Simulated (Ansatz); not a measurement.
# AlClH3NO: molecular dynamics

Purpose: to follow the molecule's vibrations and see whether its bonds hold. The start is relaxed first. Runs: 40 steps of 3 fs at constant energy, with velocities drawn for 3000 K; 150 steps of 1 fs at constant energy, with velocities drawn for 300 K.

Method: RHF/def2-SVP, in Ansatz 0.2.0.

**1. The starting structure**

Bond lengths: Al1–Cl2 2.230 Å, Al1–N3 1.920 Å, N3–H4 1.060 Å, N3–H5 1.060 Å, Al1–O6 1.780 Å, O6–H7 1.010 Å. Angles: Cl2–Al1–N3 120.0°, Cl2–Al1–O6 120.0°, N3–Al1–O6 120.0°, Al1–N3–H4 120.0°, Al1–N3–H5 120.0°, H4–N3–H5 120.0°, Al1–O6–H7 109.5°.

As a file:

```xyz
7

Al    0.0000    0.0000    0.0000
Cl    0.0000    0.0000    2.2300
N     1.6627    0.0000   -0.9600
H     2.1293   -0.9179   -1.2118
H     2.1141    0.9179   -1.2382
O    -1.5415    0.0000   -0.8900
H    -2.0512   -0.8467   -0.6815
```

**2. Preparing the start**

Input file input.yaml:

```yaml
crystal:
  periodic: [false, false, false]
  atoms:
    - { symbol: Al, position_ang: [0.0, 0.0, 0.0] }
    - { symbol: Cl, position_ang: [0.0, 0.0, 2.23] }
    - { symbol: "N", position_ang: [1.6627, 0.0, -0.96] }
    - { symbol: H, position_ang: [2.1293, -0.9179, -1.2118] }
    - { symbol: H, position_ang: [2.1141, 0.9179, -1.2382] }
    - { symbol: O, position_ang: [-1.5415, 0.0, -0.89] }
    - { symbol: H, position_ang: [-2.0512, -0.8467, -0.6815] }
basis:
  gaussian: { orbitals: def2-SVP }
hamiltonian:
  xc: hf
relax:
  f_tol: 0.02
  max_steps: 40
```

On the command line:

```sh
$ ansatz run input.yaml --threads 1 --pin off --max-ram 2048MiB --backend cpu --events-out ev --progress --plain --runs-dir out
```

The log of the run, cut to the lines that bear on the results:

```text
Warning: RAYON_NUM_THREADS=1 ignored (pool sized by the plan → 1); use --threads N
[...]
Functional definition: HF
[...]
799 factors; integrals over basis functions are off by at most 3.5e-4 eV
[...]
mean field -22647.51582128 eV, -832.2808553946 hartree, gradient 7.4e-5 eV, S^2 0.000000; 0 other end points of the search recorded, 0 dependent functions left out
[...]
reference -22647.51582128 eV, -832.2808553946 hartree; 24, 24 occupied and 55, 55 virtual orbitals, 799 factors
relax step   1: F+E_penalty+E_count = -22647.51582128 eV  Δ(F+E_penalty+E_count) = +0.000e0 eV  max|allowed force component| = 2.974e0 eV/Å  Δτ_max = 0.0000 Å  (39 SCF iters, accepted)
[...]
relax step   3: F+E_penalty+E_count = -22648.34454610 eV  Δ(F+E_penalty+E_count) = -5.439e-2 eV  max|allowed force component| = 2.466e0 eV/Å  Δτ_max = 0.1942 Å  (32 SCF iters, accepted)
[...]
relax step   5: F+E_penalty+E_count = -22648.60929399 eV  Δ(F+E_penalty+E_count) = -6.838e-2 eV  max|allowed force component| = 5.238e-1 eV/Å  Δτ_max = 0.1999 Å  (32 SCF iters, accepted)
[...]
relax step   7: F+E_penalty+E_count = -22648.77280740 eV  Δ(F+E_penalty+E_count) = -1.232e-1 eV  max|allowed force component| = 5.048e-1 eV/Å  Δτ_max = 0.2000 Å  (31 SCF iters, accepted)
[...]
relax step   9: F+E_penalty+E_count = -22648.88853274 eV  Δ(F+E_penalty+E_count) = -3.560e-2 eV  max|allowed force component| = 6.999e-2 eV/Å  Δτ_max = 0.2000 Å  (31 SCF iters, accepted)
[...]
relax step  10: F+E_penalty+E_count = -22648.88923920 eV  Δ(F+E_penalty+E_count) = -7.065e-4 eV  max|allowed force component| = 8.735e-2 eV/Å  Δτ_max = 0.0468 Å  (32 SCF iters, accepted)
[...]
relax step  11: F+E_penalty+E_count = -22648.88970322 eV  Δ(F+E_penalty+E_count) = -4.640e-4 eV  max|allowed force component| = 5.972e-3 eV/Å  Δτ_max = 0.0160 Å  (26 SCF iters, accepted)
799 factors; integrals over basis functions are off by at most 3.6e-4 eV
[...]
mean field -22648.88970322 eV, -832.3313446245 hartree, gradient 1.8e-5 eV, S^2 0.000000; 1 other end points of the search recorded, 0 dependent functions left out
[...]
reference -22648.88970322 eV, -832.3313446245 hartree; 24, 24 occupied and 55, 55 virtual orbitals, 799 factors
Total energy: -22648.88970322 eV, -832.3313446245 hartree
Atom 0 at     0.065857    -0.079204    -0.053153 Å, force     0.000099     0.002477     0.005507 eV/Å
Atom 1 at    -0.035063     0.486823     1.974391 Å, force     0.000084    -0.002373    -0.005972 eV/Å
Atom 2 at     1.599407     0.006695    -0.893505 Å, force    -0.000242    -0.001325     0.003041 eV/Å
Atom 3 at     1.732244    -0.241974    -1.854651 Å, force     0.001769    -0.001239    -0.004249 eV/Å
Atom 4 at     2.464707     0.306242    -0.488549 Å, force     0.000417     0.002165     0.000653 eV/Å
Atom 5 at    -1.310643    -0.606771    -0.854463 Å, force    -0.005201     0.000016     0.002362 eV/Å
Atom 6 at    -2.203108    -0.718512    -0.581569 Å, force     0.003074     0.000279    -0.001343 eV/Å
Dipole moment:     0.041711    -0.061265    -0.240386 e Å
```

Run time: 17 s. Hardware: 1 thread of Arm Neoverse V1, shared host; peak memory 0.14 GiB.

The steps of the relaxation:

```
step  energy from step 1 (eV)  largest force component (eV/Å)
   1                   0.0000                          2.9739
   2                  -0.7743                          1.7659
   3                  -0.8287                          2.4662
   4                  -1.0251                          0.9062
   5                  -1.0935                          0.5238
   6                  -1.1338                          1.3043
   7                  -1.2570                          0.5048
   8                  -1.3371                          0.2594
   9                  -1.3727                          0.0700
  10                  -1.3734                          0.0874
  11                  -1.3739                          0.0060
```

Step 1 is the start.

After: Bond lengths: Al1–Cl2 2.107 Å, Al1–N3 1.751 Å, N3–H4 1.002 Å, N3–H5 1.001 Å, Al1–O6 1.678 Å, O6–H7 0.940 Å. Angles: Cl2–Al1–N3 119.4°, Cl2–Al1–O6 120.3°, N3–Al1–O6 120.3°, Al1–N3–H4 124.4°, Al1–N3–H5 125.3°, H4–N3–H5 110.4°, Al1–O6–H7 132.7°.

**3. Run 1**

40 steps of 3 fs at constant energy, with velocities drawn for 3000 K, from the relaxed start.

Input file input.yaml:

```yaml
crystal:
  periodic: [false, false, false]
  atoms:
    - { symbol: Al, position_ang: [0.065857, -0.079204, -0.053153] }
    - { symbol: Cl, position_ang: [-0.035063, 0.486823, 1.974391] }
    - { symbol: "N", position_ang: [1.599407, 0.006695, -0.893505] }
    - { symbol: H, position_ang: [1.732244, -0.241974, -1.854651] }
    - { symbol: H, position_ang: [2.464707, 0.306242, -0.488549] }
    - { symbol: O, position_ang: [-1.310643, -0.606771, -0.854463] }
    - { symbol: H, position_ang: [-2.203108, -0.718512, -0.581569] }
basis:
  gaussian: { orbitals: def2-SVP }
hamiltonian:
  xc: hf
md:
  timestep: 3.0
  n_steps: 40
  ensemble: nve
  temperature: 3000.0
  initial_velocities: maxwell_boltzmann
  seed: 791575
```

On the command line:

```sh
$ ansatz run input.yaml --threads 1 --pin off --max-ram 2048MiB --backend cpu --events-out ev --progress --plain --runs-dir out
```

The log of the run, cut to the lines that bear on the results:

```text
Warning: RAYON_NUM_THREADS=1 ignored (pool sized by the plan → 1); use --threads N
[...]
Functional definition: HF
[...]
796 factors; integrals over basis functions are off by at most 4.3e-4 eV
[...]
mean field -22648.88971976 eV, -832.3313452322 hartree, gradient 6.7e-5 eV, S^2 0.000000; 0 other end points of the search recorded, 0 dependent functions left out
[...]
reference -22648.88971976 eV, -832.3313452322 hartree; 24, 24 occupied and 55, 55 virtual orbitals, 796 factors
md step     0: t =     0.00 fs  T =  3000.0 K  F+E_penalty+E_count = -22648.88971976 eV  E_kin = 1.938900 eV  conserved = -22646.95081977 eV  (35 SCF iters)
[...]
md step    10: t =    30.00 fs  T = 378543.8 K  F+E_penalty+E_count = -22613.88398801 eV  E_kin = 244.652872 eV  conserved = -22369.23111633 eV  (278 SCF iters)
[...]
md step    40: t =   120.00 fs  T = 372794.8 K  F+E_penalty+E_count = -22610.18540585 eV  E_kin = 240.937292 eV  conserved = -22369.24811360 eV  (913 SCF iters)
Total energy: -22610.18540585 eV, -830.9089879308 hartree
Atom 0 at    -2.402610    -1.112595     0.410581 Å, force     0.183088     1.574487     1.110232 eV/Å
Atom 1 at    -0.937108     0.228223     3.123201 Å, force    -2.043790     0.185841    -2.653470 eV/Å
Atom 2 at     0.710226     0.710656    -5.257440 Å, force    -0.002170    -0.000215     0.003278 eV/Å
Atom 3 at    56.231977   -48.934339  -142.543971 Å, force     0.000039     0.000036     0.000094 eV/Å
Atom 4 at   149.618966    35.958103    82.467122 Å, force    -0.000039    -0.000036    -0.000094 eV/Å
Atom 5 at    -2.654343     0.743902     1.092075 Å, force     1.862008    -1.759910     1.540426 eV/Å
Atom 6 at   -72.375800    17.857744    34.082055 Å, force     0.000864    -0.000203    -0.000465 eV/Å
Dipole moment:    -0.033980    -0.609472    -0.928630 e Å
```

Wall time 1.8 min (1 thread of Arm Neoverse V1, shared host); peak memory 0.16 GiB.

**4. What the atoms did**

One step in 3; energies are changes from step 0:

| time (fs) | T (K) | potential energy change (meV/atom) | total energy change (meV/atom) |
| --- | --- | --- | --- |
| 0.0 | 3000 | 0.0 | 0.00 |
| 9.0 | 380622 | 4969.6 | 39834.89 |
| 18.0 | 382684 | 4625.4 | 39681.02 |
| 27.0 | 379513 | 4909.3 | 39672.13 |
| 36.0 | 376334 | 5198.7 | 39668.11 |
| 45.0 | 373584 | 5453.4 | 39668.82 |
| 54.0 | 371963 | 5604.0 | 39669.80 |
| 63.0 | 371799 | 5617.7 | 39668.41 |
| 72.0 | 372029 | 5598.4 | 39670.33 |
| 81.0 | 373851 | 5428.3 | 39668.45 |
| 90.0 | 376198 | 5204.1 | 39660.94 |
| 99.0 | 371147 | 5706.3 | 39696.77 |
| 108.0 | 375345 | 5290.7 | 39668.73 |
| 117.0 | 373229 | 5489.0 | 39671.72 |
| 120.0 | 372795 | 5529.2 | 39671.82 |

time (fs), T (K) and a bar:
```
      0.0       3000 
      6.0     346578 ###########################
      9.0     380622 ##############################
     15.0     385107 ##############################
     21.0     380839 ##############################
     27.0     379513 ##############################
     30.0     378544 #############################
     36.0     376334 #############################
     42.0     374399 #############################
     48.0     372886 #############################
     51.0     372333 #############################
     57.0     371788 #############################
     63.0     371799 #############################
     69.0     371897 #############################
     72.0     372029 #############################
     78.0     373021 #############################
     84.0     374745 #############################
     90.0     376198 #############################
     93.0     375532 #############################
     99.0     371147 #############################
    105.0     375747 #############################
    111.0     374550 #############################
    114.0     373814 #############################
    120.0     372795 #############################
```

Bonds that form or break, judged by distance (formed within 1.15 times the sum of covalent radii and held on average over 12 fs, broken when stretched by half; pairs already stretched at the start don't count as bonds):

| time (fs) | bond | event |
| --- | --- | --- |
| 6.0 | N3–H4 | breaks |
| 6.0 | N3–H5 | breaks |
| 9.0 | O6–H7 | breaks |
| 24.0 | Al1–N3 | breaks |
| 54.0 | Al1–Cl2 | breaks |
| 90.0 | Cl2–O6 | forms |
| 117.0 | Cl2–O6 | breaks |

On run 1: The run blows up, reaching 385108 K, so it describes no real motion.

**5. Run 2**

150 steps of 1 fs at constant energy, with velocities drawn for 300 K, from the relaxed start. H is given a mass of 3.016 u.

input.yaml, as its differences from that of step 3:

```diff
@@ -15,7 +15,8 @@
 md:
-  timestep: 3.0
-  n_steps: 40
+  timestep: 1.0
+  n_steps: 150
   ensemble: nve
-  temperature: 3000.0
+  temperature: 300.0
   initial_velocities: maxwell_boltzmann
-  seed: 791575
+  seed: 482296
+  masses: [{ species: H, mass: 3.016 }]
```

On the command line:

```sh
$ ansatz run input.yaml --threads 1 --pin off --max-ram 2048MiB --backend cpu --events-out ev --progress --plain --runs-dir out
```

The log of the run, cut to the lines that bear on the results:

```text
Warning: RAYON_NUM_THREADS=1 ignored (pool sized by the plan → 1); use --threads N
[...]
Functional definition: HF
[...]
796 factors; integrals over basis functions are off by at most 4.3e-4 eV
[...]
mean field -22648.88971976 eV, -832.3313452322 hartree, gradient 6.7e-5 eV, S^2 0.000000; 0 other end points of the search recorded, 0 dependent functions left out
[...]
reference -22648.88971976 eV, -832.3313452322 hartree; 24, 24 occupied and 55, 55 virtual orbitals, 796 factors
md step     0: t =     0.00 fs  T =   300.0 K  F+E_penalty+E_count = -22648.88971976 eV  E_kin = 0.193890 eV  conserved = -22648.69582976 eV  (35 SCF iters)
[...]
md step    18: t =    18.00 fs  T =   195.1 K  F+E_penalty+E_count = -22648.82131829 eV  E_kin = 0.126071 eV  conserved = -22648.69524702 eV  (33 SCF iters)
[...]
md step    36: t =    36.00 fs  T =    89.2 K  F+E_penalty+E_count = -22648.74909402 eV  E_kin = 0.057629 eV  conserved = -22648.69146529 eV  (26 SCF iters)
[...]
md step    54: t =    54.00 fs  T =    44.0 K  F+E_penalty+E_count = -22648.71787806 eV  E_kin = 0.028464 eV  conserved = -22648.68941409 eV  (26 SCF iters)
[...]
md step    72: t =    72.00 fs  T =   118.2 K  F+E_penalty+E_count = -22648.76754981 eV  E_kin = 0.076384 eV  conserved = -22648.69116598 eV  (34 SCF iters)
md step    73: t =    73.00 fs  T =    92.7 K  F+E_penalty+E_count = -22648.75037555 eV  E_kin = 0.059943 eV  conserved = -22648.69043303 eV  (26 SCF iters)
md step    74: t =    74.00 fs  T =   116.1 K  F+E_penalty+E_count = -22648.76612911 eV  E_kin = 0.075020 eV  conserved = -22648.69110909 eV  (26 SCF iters)
```

**6. The log goes on: dynamics from the start**

The log, continued, cut to the lines that bear on the results:

```text
md step    75: t =    75.00 fs  T =   171.9 K  F+E_penalty+E_count = -22648.80412360 eV  E_kin = 0.111128 eV  conserved = -22648.69299517 eV  (34 SCF iters)
[...]
md step    94: t =    94.00 fs  T =   225.3 K  F+E_penalty+E_count = -22648.84057074 eV  E_kin = 0.145627 eV  conserved = -22648.69494410 eV  (34 SCF iters)
[...]
md step   113: t =   113.00 fs  T =   141.5 K  F+E_penalty+E_count = -22648.78443069 eV  E_kin = 0.091425 eV  conserved = -22648.69300523 eV  (33 SCF iters)
[...]
md step   132: t =   132.00 fs  T =   180.7 K  F+E_penalty+E_count = -22648.81190343 eV  E_kin = 0.116791 eV  conserved = -22648.69511229 eV  (33 SCF iters)
[...]
md step   149: t =   149.00 fs  T =   105.8 K  F+E_penalty+E_count = -22648.75890191 eV  E_kin = 0.068363 eV  conserved = -22648.69053878 eV  (26 SCF iters)
[...]
md step   150: t =   150.00 fs  T =   146.1 K  F+E_penalty+E_count = -22648.78604563 eV  E_kin = 0.094398 eV  conserved = -22648.69164722 eV  (35 SCF iters)
Total energy: -22648.78604563 eV, -832.3275352782 hartree
Atom 0 at     0.035556    -0.045151    -0.054183 Å, force     0.989159    -0.014007     0.227569 eV/Å
Atom 1 at    -0.017902     0.485401     2.009705 Å, force    -0.070278    -0.042054    -0.458305 eV/Å
Atom 2 at     1.595677    -0.018443    -0.901296 Å, force    -0.314644     0.160082     0.251277 eV/Å
Atom 3 at     1.729778    -0.353130    -1.837305 Å, force    -0.096278     0.026370     0.034752 eV/Å
Atom 4 at     2.452333     0.379646    -0.561497 Å, force    -0.142037    -0.081430     0.054215 eV/Å
Atom 5 at    -1.286056    -0.610093    -0.886531 Å, force    -2.870658    -0.678870     0.230781 eV/Å
Atom 6 at    -2.232008    -0.834322    -0.725534 Å, force     2.504737     0.629909    -0.340289 eV/Å
Dipole moment:    -0.065307    -0.049838    -0.295831 e Å
```

Wall time 2.4 min (1 thread of Arm Neoverse V1, shared host); peak memory 0.13 GiB.

**7. Frames and traces**

The trajectory, every 6 steps (energies from step 0):

```csv
time (fs),T (K),potential energy change (meV/atom),total energy change (meV/atom)
0.0,300,0.0,0.00
6.0,257,4.1,0.06
12.0,206,8.9,0.20
18.0,195,9.8,0.08
24.0,137,15.5,0.44
30.0,142,14.9,0.31
36.0,89,20.1,0.62
42.0,98,19.3,0.65
48.0,65,22.5,0.74
54.0,44,24.5,0.92
60.0,83,20.8,0.76
66.0,110,18.3,0.78
72.0,118,17.5,0.67
78.0,146,14.7,0.44
84.0,163,13.2,0.53
90.0,237,6.0,0.15
96.0,201,9.4,0.33
102.0,230,6.5,0.04
108.0,228,6.7,0.07
114.0,185,10.7,0.08
120.0,175,11.6,0.01
126.0,156,13.6,0.26
132.0,181,11.1,0.10
138.0,145,14.8,0.46
144.0,155,13.7,0.33
150.0,146,14.8,0.60
```

time (fs), T (K) and a bar:
```
      0.0        300 ##############################
      7.0        212 ####################
     13.0        220 #####################
     20.0        155 #############
     26.0        185 #################
     33.0        124 ##########
     39.0        165 ##############
     46.0        113 ########
     52.0        135 ###########
     59.0        112 ########
     65.0        177 ################
     72.0        118 #########
     78.0        146 ############
     85.0        124 #########
     91.0        169 ###############
     98.0         98 ######
    104.0        122 #########
    111.0         71 ###
    117.0         43 
    124.0         49 #
    130.0         66 ###
    137.0         95 ######
    143.0         91 ######
    150.0        146 ############
```

Maxima of the velocity power spectrum (cm⁻¹, relative height; resolution about 440 cm⁻¹): 2610 (100).

**8. Positions and forces**

Extended XYZ, with forces in eV/Å:

```xyz
7
time_fs=19.0 T=201 dE=0.0649
Al    0.074   -0.100   -0.072    0.344    0.263   -0.058
Cl   -0.048    0.494    1.976    0.069   -0.187   -0.429
N     1.640    0.059   -0.915   -1.039   -0.230    0.873
H     1.772   -0.129   -1.881    0.149   -0.081   -0.400
H     2.511    0.091   -0.423    0.103    0.129   -0.085
O    -1.343   -0.623   -0.837   -0.268    0.076    0.404
H    -2.221   -0.671   -0.468    0.643    0.029   -0.305
7
time_fs=38.0 T=182 dE=0.0766
Al    0.089   -0.092   -0.077   -0.632    0.153    0.699
Cl   -0.055    0.485    1.944    0.084   -0.018    0.129
N     1.600    0.046   -0.884    1.238   -0.168   -1.012
H     1.780   -0.029   -1.877   -0.264   -0.016    0.447
H     2.485    0.033   -0.410   -0.070    0.183    0.073
O    -1.321   -0.621   -0.796   -0.621   -0.102   -0.140
H    -2.188   -0.630   -0.416    0.265   -0.032   -0.196
7
time_fs=56.0 T=168 dE=0.0857
Al    0.077   -0.071   -0.050    0.293   -0.429   -1.220
Cl   -0.055    0.477    1.929    0.018    0.264    0.953
N     1.639    0.001   -0.893   -0.300    0.116    0.395
H     1.758    0.009   -1.890    0.051   -0.117    0.160
H     2.520    0.144   -0.419   -0.360   -0.001   -0.291
O    -1.338   -0.628   -0.795    1.555    0.212   -0.458
H    -2.186   -0.627   -0.435   -1.258   -0.045    0.462
7
time_fs=75.0 T=172 dE=0.0856
Al    0.080   -0.082   -0.096    0.119    0.216    1.255
Cl   -0.051    0.486    1.977    0.101   -0.133   -0.593
N     1.634   -0.024   -0.885   -0.487    0.074    0.043
H     1.726   -0.096   -1.871    0.216   -0.124   -0.443
H     2.471    0.311   -0.468    0.371    0.094    0.139
O    -1.323   -0.612   -0.814   -2.147   -0.218    0.243
H    -2.238   -0.663   -0.485    1.826    0.091   -0.645
7
time_fs=94.0 T=225 dE=0.0491
Al    0.074   -0.086   -0.045   -0.537   -0.193   -0.547
Cl   -0.038    0.487    1.986    0.036   -0.044   -0.169
N     1.603   -0.007   -0.909    0.353    0.065   -0.256
H     1.811   -0.297   -1.855   -0.405    0.037    0.373
H     2.431    0.423   -0.539   -0.100   -0.061    0.154
O    -1.330   -0.595   -0.871    2.045    0.387   -0.035
H    -2.192   -0.713   -0.576   -1.391   -0.191    0.480
7
time_fs=112.0 T=88 dE=0.1418
Al    0.055   -0.094   -0.029    0.779    0.423   -0.001
Cl   -0.024    0.483    1.978   -0.080    0.054    0.293
N     1.566    0.026   -0.907    0.413    0.041    0.325
H     1.722   -0.491   -1.756    0.192    0.334    0.111
H     2.401    0.479   -0.553   -0.396   -0.438   -0.407
O    -1.273   -0.567   -0.888   -3.419   -0.966    0.363
H    -2.208   -0.768   -0.636    2.512    0.551   -0.684
7
time_fs=131.0 T=114 dE=0.1241
Al    0.057   -0.073   -0.032   -0.762   -0.079   -0.336
Cl   -0.015    0.483    1.992   -0.119    0.022    0.079
N     1.568    0.030   -0.889   -0.234   -0.398   -0.262
H     1.703   -0.501   -1.722   -0.011   -0.025   -0.387
H     2.430    0.431   -0.623    0.521    0.317    0.394
O    -1.307   -0.589   -0.904    3.366    0.828   -0.104
H    -2.163   -0.804   -0.733   -2.761   -0.665    0.616
7
time_fs=150.0 T=146 dE=0.1037
Al    0.036   -0.045   -0.054    0.989   -0.014    0.228
Cl   -0.018    0.485    2.010   -0.070   -0.042   -0.458
N     1.596   -0.018   -0.901   -0.315    0.160    0.251
H     1.730   -0.353   -1.837   -0.096    0.026    0.035
H     2.452    0.380   -0.561   -0.142   -0.081    0.054
O    -1.286   -0.610   -0.886   -2.871   -0.679    0.231
H    -2.232   -0.834   -0.726    2.505    0.630   -0.340
```

Reading of run 2. The temperature starts at 300 K and averages 150 K in the second half, where it ranges from 43 to 267 K; a mean near half the start is what vibrations about a minimum give, since they share energy equally between motion and strain. The total energy strays from its start by at most 0.92 meV/atom, 6.7 % of the mean kinetic energy, which is poor: the step of 1 fs is too long for the fastest motion. No bond forms or breaks.

**9. Summary of results**

```
                                 quantity                                      value
                  relaxation of the start                   10 moves, 1.374 eV lower
                            run 1: length                           40 steps of 3 fs
  run 1: temperature, first and last step                          3000 and 372795 K
          run 1: temperature, second half     mean 373522 K, from 371147 to 376198 K
     run 1: potential energy, second half  +5457 meV/atom from this run's first step
run 1: largest change of the total energy                          39834.89 meV/atom
            run 1: bonds formed or broken                                          7
                            run 2: length                          150 steps of 1 fs
  run 2: temperature, first and last step                              300 and 146 K
          run 2: temperature, second half               mean 150 K, from 43 to 267 K
     run 2: potential energy, second half    +14 meV/atom from this run's first step
run 2: largest change of the total energy                              0.92 meV/atom
            run 2: bonds formed or broken                                          0
```

Mean temperatures of the second halves: none that means anything (unstable run), 150 K. Bonds changed in run 1 (an artefact of the unstable or too long step). 150 fs on 7 atoms is far too short and small for converged averages.
